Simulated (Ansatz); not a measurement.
# MoH+ (triplet): the correlation ladder at distance Mo1–H2 = 2.301 Å, def2-SVP

How much of the correlation energy of MoH+ (triplet) does each wave-function method recover here?

The runs use Ansatz 0.2.0, Gaussian basis; def2-SVP, core rule «outside noble gas», up to 4 orbitals frozen.

Plan: UHF; CCSD(T) on ROHF; CCSD(T) on UHF; CISD; CCSDT(Q) on ROHF; CCSDT(Q) on UHF; CASSCF and MRCISD+Q, 4 electrons in 4 orbitals; CASSCF and NEVPT2, 4 electrons in 4 orbitals; Full CI.

30 further runs of the same task are left out: 15 for a known fault of the program, 9 that didn't finish, 6 set aside as unsound or not needed.

## 1. The geometry

The geometry derives from a PBE0/def2-TZVP stationary point (not a proven minimum). One bond is set to the value named and the two fragments are kept rigid. No spin-orbit coupling is included. Elements past krypton take def2 core potentials.

2 atoms, charge 1, spin multiplicity 3.

Atoms are counted from 1 here; the program's logs count them from 0.

Bond lengths: Mo1–H2 2.301 Å.

## 2. UHF

in.yaml reads:

```yaml
crystal:
  periodic: [false, false, false]
  atoms:
    - {symbol: Mo, position_ang: [0.000000, 0.000000, 0.000000]}
    - {symbol: H, position_ang: [0.000000, 0.000000, 2.301000]}
basis:
  gaussian: {orbitals: def2-SVP}
total_charge: 1
magnetization: {spin_polarized: true, initial_magnetization: 2}
hamiltonian: {xc: hf}
output: {orbitals: {seedname: orbitals}}
```

Launch:

```
> ansatz run in.yaml --threads 1 --pin off --events-out ev --progress --plain --max-ram 2393MiB
```

Further steps of the session: CCSD(T) on ROHF; CCSD(T) on UHF; CISD; CCSDT(Q) on ROHF; CCSDT(Q) on UHF; CASSCF and MRCISD+Q, 4 electrons in 4 orbitals; CASSCF and NEVPT2, 4 electrons in 4 orbitals; Full CI.

**Question.** What will the summary of the whole plan be? Wanted: FCI below the RHF energy; RMP2 from FCI; RCCSD from FCI; RCCSD(T) from FCI; RCCSDT(Q) from FCI; NEVPT2 pair from FCI; MRCISD+Q pair from FCI; T1 diagnostic; effectively unpaired electrons.

The runs gave:

```
                         quantity              value
         FCI below the RHF energy         -3.1156 eV
                    RMP2 from FCI        +1199.4 meV
                   RCCSD from FCI         +283.1 meV
                RCCSD(T) from FCI         +127.5 meV
               RCCSDT(Q) from FCI           +7.2 meV
             NEVPT2 pair from FCI         +626.3 meV
           MRCISD+Q pair from FCI          +93.5 meV
levels within 1 kcal/mol (43 meV)  RCCSDT, RCCSDT(Q)
                    T1 diagnostic              0.098
   effectively unpaired electrons               3.17
```

What this shows: RCCSD(T) misses by +127.5 meV, 4.1 % of the correlation energy. With 3.2 effectively unpaired electrons against 2 the state is strongly multireference. Coupled cluster on one determinant still stays close here. Of the multireference levels listed MRCISD+Q pair comes nearest in total energy (+93.5 meV), which doesn't show that its space is the better one. These misses are within one basis, not against nature.
